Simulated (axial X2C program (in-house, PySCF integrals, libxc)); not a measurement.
# A two-component session on ReRb: properties at the nuclei

Aim: properties at the nuclei of ReRb, with spin–orbit coupling in the Hamiltonian from the start.

The runs use an in-house X2C program for linear molecules on PySCF integrals; two-component X2C with atomic mean-field terms, Re dyall-cv3z, Rb dyall-cv3z.

All values are calculated.

## 1. Set-up

Input file task.json:

```json
{
 "zs": [
  75,
  37
 ],
 "q": 0,
 "bas": [
  "dyall-cv3z",
  "dyall-cv3z"
 ],
 "r0": 3.41,
 "levels": [
  "PBE0",
  "HF",
  "PBE50",
  "LDA",
  "BP86"
 ],
 "nst": 2
}
```

Keys: zs atomic numbers; q charge; bas basis sets; r0 starting distance in Å; levels methods (HF also brings MP2); nst determinants followed.

Started as:

```
python soeom.py task.json out
```

The runs that follow: Expectation values, lowest determinant; Expectation values, a higher determinant.

**Question.** What will these runs give? Wanted: lowest determinant; Eeff magnitude; Ws magnitude Re; A∥/gI Re; qzz Re; higher determinant (for each run or level that gives them).

As calculated:

| quantity | value |
| --- | --- |
| lowest determinant | Ω = 2 (excess of +ω over −ω: ω = -1/2, ω = 5/2) |
| Eeff magnitude (GV/cm), PBE0 | 4.06 |
| Ws magnitude Re (kHz), PBE0 | 1.38 |
| A∥/gI Re (MHz), PBE0 | 7.21 |
| qzz Re (a.u.), PBE0 | -1.74 |
| higher determinant | Ω = 3 (excess of +ω over −ω: ω = 1/2, ω = 5/2) |
| Eeff magnitude (GV/cm), PBE0, higher determinant | 25.7 |
| Ws magnitude Re (kHz), PBE0, higher determinant | 8.44 |
| A∥/gI Re (MHz), PBE0, higher determinant | 232 |
| qzz Re (a.u.), PBE0, higher determinant | -2.52 |

What this shows: In the first state, the effective field runs from 0.00521 to 95.1 GV/cm over the mean-field levels, so the levels don't agree on it. The expectation values come from single determinants, which for open shells can mix terms of unlike spin or miss the lowest Ω, so a determinant need not be a state. Eeff is the effective electric field on the electron dipole moment in this Ω state and Ws the scalar–pseudoscalar constant (defined with the proton number Z and per Ω); A∥ is the parallel hyperfine constant, which follows by multiplying with the nuclear g factor gI = μI/(I μN); qzz is the electric field gradient, eQq0 = 234.96 MHz × Q/barn × qzz; μ is positive if Rb is the positive end. The operators were transformed with the bare-nucleus X2C matrices. A second determinant lies within 0.1 eV of the first, so their order is not settled at this level.
